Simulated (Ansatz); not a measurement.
# CH3AlSSe: small, medium and large basis sets

An exercise on one series of results from a longer session: the logs are not shown, and one member is left open.

The runs use Ansatz 0.2.0, Gaussian basis; one geometry, several basis sets.

Levels to be run: PBE0-D4/def2-SVP; ωB97M-V/def2-SVP; PBE0-D4/def2-QZVPP; ωB97M-V/def2-QZVPP; the functionals' def2-TZVPP values are taken from earlier runs.

## Structure used throughout

All runs share one geometry, relaxed beforehand with PBE0-D4 in a triple-zeta def2 set.

7 atoms, charge 0, spin multiplicity 1.

Atoms are counted from 1 here; the program's logs count them from 0.

Bond lengths: Al1–C2 1.972 Å, Al1–S3 2.362 Å, Al1–H5 1.582 Å, Al1–H6 1.582 Å, C2–S3 1.660 Å, C2–Se4 1.831 Å, Se4–H7 1.471 Å. Angles: C2–Al1–S3 43.9°, C2–Al1–H5 116.4°, C2–Al1–H6 116.4°, S3–Al1–H5 114.0°, S3–Al1–H6 114.0°, H5–Al1–H6 125.1°, Al1–C2–S3 80.6°, Al1–C2–Se4 155.3°, S3–C2–Se4 124.1°, Al1–S3–C2 55.5°, C2–Se4–H7 95.4°.

The first run:

The input, in.yaml:

```yaml
crystal:
  periodic: [false, false, false]
  atoms:
    - {symbol: Al, position_ang: [-0.643215, 1.026831, 0.473445]}
    - {symbol: C, position_ang: [0.340690, -0.640521, 0.096048]}
    - {symbol: S, position_ang: [0.156448, -0.800848, 1.738255]}
    - {symbol: Se, position_ang: [1.191969, -1.865099, -0.966326]}
    - {symbol: H, position_ang: [0.227442, 2.339289, 0.619943]}
    - {symbol: H, position_ang: [-2.203360, 0.995845, 0.214416]}
    - {symbol: H, position_ang: [0.991226, -1.123596, -2.221381]}
basis:
  gaussian: {orbitals: def2-SVP}
hamiltonian: {xc: pbe0, dispersion: d4}
output: {orbitals: {seedname: orbitals}}
```

Command:

```console
$ ansatz run in.yaml --threads 2 --pin off --events-out ev --progress --plain --max-ram 4352MiB
```

Among the steps run: PBE0-D4 in def2-SVP; ωB97M-V in def2-SVP; PBE0-D4 in def2-QZVPP; ωB97M-V in def2-QZVPP.

One table of the session follows, with a row left open; its other results are not shown here.

It belongs to the step «Density functionals: the series». 

| functional | basis | HOMO (eV) | LUMO (eV) |
| --- | --- | --- | --- |
| PBE0-D4 | def2-SVP | -7.17 | -2.61 |
| PBE0-D4 | def2-TZVPP | -7.18 | -2.71 |
| PBE0-D4 | def2-QZVPP | -7.18 | -2.73 |
| ωB97M-V | def2-SVP | -9.23 | -0.44 |
| ωB97M-V | def2-TZVPP | ? | ? |
| ωB97M-V | def2-QZVPP | -9.28 | -0.68 |

Q: Estimate the row for ωB97M-V, def2-TZVPP from the others.

**Answer.** HOMO (eV): -9.27; LUMO (eV): -0.62. In the column «HOMO (eV)» it lies between ωB97M-V, def2-QZVPP (-9.28) and ωB97M-V, def2-SVP (-9.23).
